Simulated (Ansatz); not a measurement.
# NaYGaC6N6: the cost of one run

Computed with Ansatz 0.2.0 (DFT PBE, scalar-relativistic, plane waves, PAW, unless a step's input says otherwise).

### 1 The structure to begin with

It takes space group F-43m (No. 216, cubic). The conventional cell has a = 10.552 Å, b = 10.552 Å, c = 10.552 Å, α = 90.00°, β = 90.00°, γ = 90.00°. Na (site symmetry -43m) is surrounded by 12 N at 3.76 Å and 12 C at 3.80 Å. Y (site symmetry -43m) is surrounded by 6 N at 2.21 Å. Ga (site symmetry -43m) is surrounded by 6 C at 1.90 Å. C (site symmetry 2mm) is surrounded by 1 N at 1.17 Å and 1 Ga at 1.90 Å. N (site symmetry 2mm) has 1 C at 1.17 Å in its first shell of neighbours.

Structure file:

```
CELL_PARAMETERS angstrom
0.00000 5.27600 5.27600
5.27600 0.00000 5.27600
5.27600 5.27600 0.00000
ATOMIC_POSITIONS crystal
Na 0.75000 0.75000 0.75000
Y 0.50000 0.50000 0.50000
Ga 0.00000 0.00000 0.00000
C 0.82032 0.17968 0.17968
C 0.17968 0.17968 0.82032
C 0.82032 0.17968 0.82032
C 0.17968 0.82032 0.82032
C 0.82032 0.82032 0.17968
C 0.17968 0.82032 0.17968
N 0.70944 0.29056 0.29056
N 0.29056 0.29056 0.70944
N 0.70944 0.29056 0.70944
N 0.29056 0.70944 0.70944
N 0.70944 0.70944 0.29056
N 0.29056 0.70944 0.29056
```

The cell is invented: cyanide-bridged rock-salt net of two metals, 1 guest cations a cell (F-43m, No. 216). Lengths come from tabulated atomic sizes and are only a guess.

### 2 The guess as it stands, on a coarse mesh

File input.yaml:

```yaml
crystal:
  lattice:
    - [0.0, 5.276, 5.276]
    - [5.276, 0.0, 5.276]
    - [5.276, 5.276, 0.0]
  atoms:
    - { symbol: Na, position: [0.75, 0.75, 0.75] }
    - { symbol: "Y", position: [0.5, 0.5, 0.5] }
    - { symbol: Ga, position: [0.0, 0.0, 0.0] }
    - { symbol: C, position: [0.82031842, 0.17968158, 0.17968158] }
    - { symbol: C, position: [0.17968158, 0.17968158, 0.82031842] }
    - { symbol: C, position: [0.82031842, 0.17968158, 0.82031842] }
    - { symbol: C, position: [0.17968158, 0.82031842, 0.82031842] }
    - { symbol: C, position: [0.82031842, 0.82031842, 0.17968158] }
    - { symbol: C, position: [0.17968158, 0.82031842, 0.17968158] }
    - { symbol: "N", position: [0.70943897, 0.29056103, 0.29056103] }
    - { symbol: "N", position: [0.29056103, 0.29056103, 0.70943897] }
    - { symbol: "N", position: [0.70943897, 0.29056103, 0.70943897] }
    - { symbol: "N", position: [0.29056103, 0.70943897, 0.70943897] }
    - { symbol: "N", position: [0.70943897, 0.70943897, 0.29056103] }
    - { symbol: "N", position: [0.29056103, 0.70943897, 0.29056103] }
basis:
  ecutwfc: 420
kpoints:
  mp_grid: { grid: [4, 4, 4] }
hamiltonian:
  xc: pbe
scf:
  occupations: { method: gaussian, width: 0.1 }
  lower_state_search: "off"
output:
  forces: true
  stress: true
  eigenvalues: true
```

Run with:

```bash
ansatz run input.yaml --threads 1 --pin off --max-ram 2560MiB --backend cpu --events-out ev --progress --plain --runs-dir out
```

What time and memory should one allow on 1 thread of AMD EPYC 7R13 (Zen 3), shared host?

About 12 s, with a peak of 0.55 GiB.
